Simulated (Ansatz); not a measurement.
# B3PbO radical: energies up the ladder

Wanted for B3PbO radical: energies up the ladder. Spin multiplicity 2.

Program: Ansatz 0.2.0. Level of theory: the levels named in each step. These are calculated values, not measurements.

## Step 1: The structure to begin with

Bond lengths: O1–B2 1.261 Å, B2–B3 1.738 Å, B3–B4 1.592 Å, B3–Pb5 2.471 Å, B4–Pb5 2.538 Å. Angles: O1–B2–B3 131.5°, B2–B3–B4 141.9°, B2–B3–Pb5 144.4°, B4–B3–Pb5 73.8°, B3–B4–Pb5 69.2°, B3–Pb5–B4 37.0°.

Coordinates:

```xyz
5

O     4.0174   -0.5853   -0.0279
B     3.0969   -1.2871   -0.5276
B     1.3693   -1.2165   -0.3488
B     0.0700   -2.1364   -0.3628
Pb   -0.5469    0.2873    0.0668
```

## Step 2: A rough first relaxation, PBE-D4/def2-SVPD

File input.yaml:

```yaml
crystal:
  periodic: [false, false, false]
  atoms:
    - { symbol: O, position_ang: [4.01736, -0.58534, -0.02789] }
    - { symbol: B, position_ang: [3.09694, -1.28712, -0.52758] }
    - { symbol: B, position_ang: [1.36926, -1.21654, -0.34885] }
    - { symbol: B, position_ang: [0.07004, -2.13639, -0.36284] }
    - { symbol: Pb, position_ang: [-0.5469, 0.2873, 0.06682] }
magnetization:
  spin_polarized: true
  initial_magnetization: 1
basis:
  gaussian: { orbitals: def2-SVPD }
hamiltonian:
  xc: pbe
  dispersion: d4
relax:
  f_tol: 0.03
  max_steps: 200
```

Launch:

```
> ansatz run input.yaml --threads 4 --pin off --max-ram 10240MiB --backend cpu --events-out ev --progress --plain --runs-dir out
```

After this run come: Relaxation, PBE0-D4/def2-TZVPPD; Frequencies, PBE0-D4/def2-TZVPPD; Single point, PBE-D4/def2-TZVPPD; Single point, r2SCAN-D4/def2-TZVPPD; Single point, B3LYP-D4/def2-TZVPPD; Single point, wB97M-V/def2-TZVPPD; Single point, B2PLYP/def2-TZVPPD; Single point, LDA/def2-TZVPPD; Single point, PBE0-D4/def2-SVPD; Single point, PBE-D4/def2-SVPD; The anion of multiplicity 1 at the same geometry, PBE0-D4/def2-TZVPPD; The anion of multiplicity 1 at the same geometry, PBE-D4/def2-TZVPPD; The anion of multiplicity 1 at the same geometry, r2SCAN-D4/def2-TZVPPD; The anion of multiplicity 1 at the same geometry, B3LYP-D4/def2-TZVPPD; The anion of multiplicity 1 at the same geometry, wB97M-V/def2-TZVPPD; The anion of multiplicity 1 at the same geometry, B2PLYP/def2-TZVPPD; The anion of multiplicity 3 at the same geometry, PBE0-D4/def2-TZVPPD; The anion of multiplicity 3 at the same geometry, PBE-D4/def2-TZVPPD; The anion of multiplicity 3 at the same geometry, r2SCAN-D4/def2-TZVPPD; The anion of multiplicity 3 at the same geometry, B3LYP-D4/def2-TZVPPD; The anion of multiplicity 3 at the same geometry, wB97M-V/def2-TZVPPD; The anion of multiplicity 3 at the same geometry, B2PLYP/def2-TZVPPD.

Q: Predict the outcome of this session. Wanted: O1–B2 at PBE0-D4/def2-TZVPPD; B2–B3 at PBE0-D4/def2-TZVPPD; B3–B4 at PBE0-D4/def2-TZVPPD; frequencies at PBE0-D4/def2-TZVPPD; vertical electron affinity, B2PLYP/def2-TZVPPD (for each run or level that gives them).

The runs gave:

```
                                      quantity            value
                  O1–B2 at PBE0-D4/def2-TZVPPD          1.206 Å
                  B2–B3 at PBE0-D4/def2-TZVPPD          1.631 Å
                  B3–B4 at PBE0-D4/def2-TZVPPD          1.551 Å
            frequencies at PBE0-D4/def2-TZVPPD  75 to 2008 cm⁻¹
vertical electron affinity, B2PLYP/def2-TZVPPD         3.057 eV
vertical electron affinity, B2PLYP/def2-TZVPPD         1.435 eV
```

**Reading.** No mode is imaginary, so the geometry is a minimum. For the vertical electron affinity, B3LYP-D4/def2-TZVPPD comes nearest to B2PLYP/def2-TZVPPD (-0.01 eV) and r2SCAN-D4/def2-TZVPPD is farthest (-0.12 eV). For the vertical electron affinity, wB97M-V/def2-TZVPPD comes nearest to B2PLYP/def2-TZVPPD (+0.01 eV) and r2SCAN-D4/def2-TZVPPD is farthest (+0.16 eV). <S²> exceeds the pure value by up to 0.13: some mean fields break spin symmetry, which blurs their results. Heavy atoms carry effective core potentials in def2 sets, and spin-orbit coupling is left out.
